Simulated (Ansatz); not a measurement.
# BeB2P4: the cost of one run

Program: Ansatz 0.2.0. Level of theory: DFT PBE, scalar-relativistic, plane waves, PAW. These are calculated values, not measurements.

## Step 1: The structure to begin with

Symmetry: I4/mmm, No. 139, tetragonal system. Conventional cell: a = 3.739 Å, b = 3.739 Å, c = 12.193 Å, α = 90.00°, β = 90.00°, γ = 90.00°. Be (site symmetry 4/mmm) has 6 P at 1.87 Å in its first shell of neighbours. B (site symmetry 4mm) is surrounded by 9 P at 2.44 to 2.65 Å. P (site symmetry mmm) has 2 Be at 1.87 Å in its first shell of neighbours. Around P (site symmetry 4mm) lie 1 Be at 1.87 Å.

Coordinates:

```cif
data_structure
_symmetry_space_group_name_H-M 'I4/mmm'
_symmetry_Int_Tables_number 139
_cell_length_a 3.7387
_cell_length_b 3.7387
_cell_length_c 12.1933
_cell_angle_alpha 90.000
_cell_angle_beta 90.000
_cell_angle_gamma 90.000
_cell_volume 170.43
loop_
_atom_site_label
_atom_site_type_symbol
_atom_site_symmetry_multiplicity
_atom_site_Wyckoff_symbol
_atom_site_fract_x
_atom_site_fract_y
_atom_site_fract_z
_atom_site_occupancy
Be1 Be 2 a 0.00000 0.00000 0.00000 1
B1 B 4 e 0.00000 0.00000 0.35377 1
P1 P 4 c 0.00000 0.50000 0.00000 1
P2 P 4 e 0.00000 0.00000 0.15331 1
```

(A quick probe on a coarse mesh, which set the mesh and smearing, is not shown.)

## Step 3: Coarse relaxation

File input.yaml:

```yaml
crystal:
  lattice:
    - [-1.8693317437, 1.8693317437, 6.0966393873]
    - [1.8693317437, -1.8693317437, 6.0966393873]
    - [1.8693317437, 1.8693317437, -6.0966393873]
  atoms:
    - { symbol: Be, position: [0.0, 0.0, 0.0] }
    - { symbol: B, position: [0.35377, 0.35377, 0.0] }
    - { symbol: B, position: [0.64623, 0.64623, 0.0] }
    - { symbol: P, position: [0.5, 0.0, 0.5] }
    - { symbol: P, position: [0.0, 0.5, 0.5] }
    - { symbol: P, position: [0.15331, 0.15331, 0.0] }
    - { symbol: P, position: [0.84669, 0.84669, 0.0] }
basis:
  ecutwfc: 420
kpoints:
  mp_grid: { grid: [6, 6, 6] }
hamiltonian:
  xc: pbe
scf:
  occupations: { method: gaussian, width: 0.1 }
  lower_state_search: "off"
output:
  forces: true
  stress: true
  eigenvalues: true
relax:
  adjacent_minimum: "off"
  f_tol: 0.04
  max_steps: 70
  cell: { stress_tol: 0.4 }
```

Command:

```console
$ ansatz run input.yaml --threads 1 --pin off --max-ram 2560MiB --backend cpu --events-out ev --progress --plain --runs-dir out
```

**Question.** How long does this run take on 1 thread of Arm Neoverse V1, shared host, and how much memory does it need?

About 78 s, with a peak of 0.38 GiB.
